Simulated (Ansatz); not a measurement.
## CH8BNO, SMILES CO[BH2-][NH3+]: a rigid torsion scan, step by step

With Ansatz's Python interface.

Run as a notebook:

```python
import ansatz as az
from ase import Atoms
```

```python
atoms = Atoms(["C", "O", "B", "N", "H", "H", "H", "H", "H", "H", "H", "H"], positions=[
    [1.7318, 0.2444, 0.7389],
    [0.3269, 0.3073, 0.8264],
    [-0.2775, -0.1651, -0.4496],
    [-1.8065, -0.0932, -0.3454],
    [2.0866, -0.8008, 0.5886],
    [2.1227, 0.9119, -0.0627],
    [2.1587, 0.6005, 1.699],
    [0.0802, 0.5235, -1.3588],
    [0.0418, -1.2964, -0.6668],
    [-2.2313, -0.4247, -1.2407],
    [-2.1336, -0.7014, 0.4389],
    [-2.0999, 0.8939, -0.1677],
])

# relax first, so that the scan starts from a minimum
first = (
    az.Crystal.molecule_from_ase(atoms).calculation()
    .basis(gaussian="def2-SVP")
    .functional("pbe0")
    .relax(force_tolerance=0.02, max_steps=80)
)
atoms.positions = first.run().report["positions_ang"]
```

```python
start = atoms.get_dihedral(3, 2, 1, 0)
energies = {}
for turn in range(0, 360, 30):
    turned = atoms.copy()
    turned.set_dihedral(3, 2, 1, 0, start + turn, indices=[0, 1, 4, 5, 6])
    calc = (
        az.Crystal.molecule_from_ase(turned).calculation()
        .basis(gaussian="def2-SVP")
        .correlation("MP2")
    )
    energies[round((start + turn) % 360)] = calc.run().report["free_energy_ev"]
floor = min(energies.values())
print("dihedral N3-B2-O1-C0 (deg)   E - E(min) (kJ/mol)")
for angle, e in sorted(energies.items()):
    print(f"{angle:8d} {96.485332 * (e - floor):14.3f}  " + "#" * int(30 * (e - floor) / max(max(energies.values()) - floor, 1e-9)))
```

    dihedral N3-B2-O1-C0 (deg)   E - E(min) (kJ/mol)
          30         59.014  ####################
          60         23.291  ########
          90          9.533  ###
         120          8.495  ##
         150          3.435  #
         180          0.000
         210          3.434  #
         240          8.494  ##
         270          9.532  ###
         300         23.284  ########
         330         59.007  ####################
         360         86.353  ##############################

Reading the output:
- The scan is rigid and the energies are electronic, in a modest basis. With rigid groups the curve can differ much from the relaxed path, the start wasn't checked as a minimum of this torsion, and equivalent turns needn't return to the same energy.
- The start is relaxed with a density functional and scanned with the wavefunction method, so it isn't exactly that method's minimum.
- The whole script took 40 s on 1 thread of Arm Neoverse V2, with other jobs on the host, peak memory 0.26 GiB.
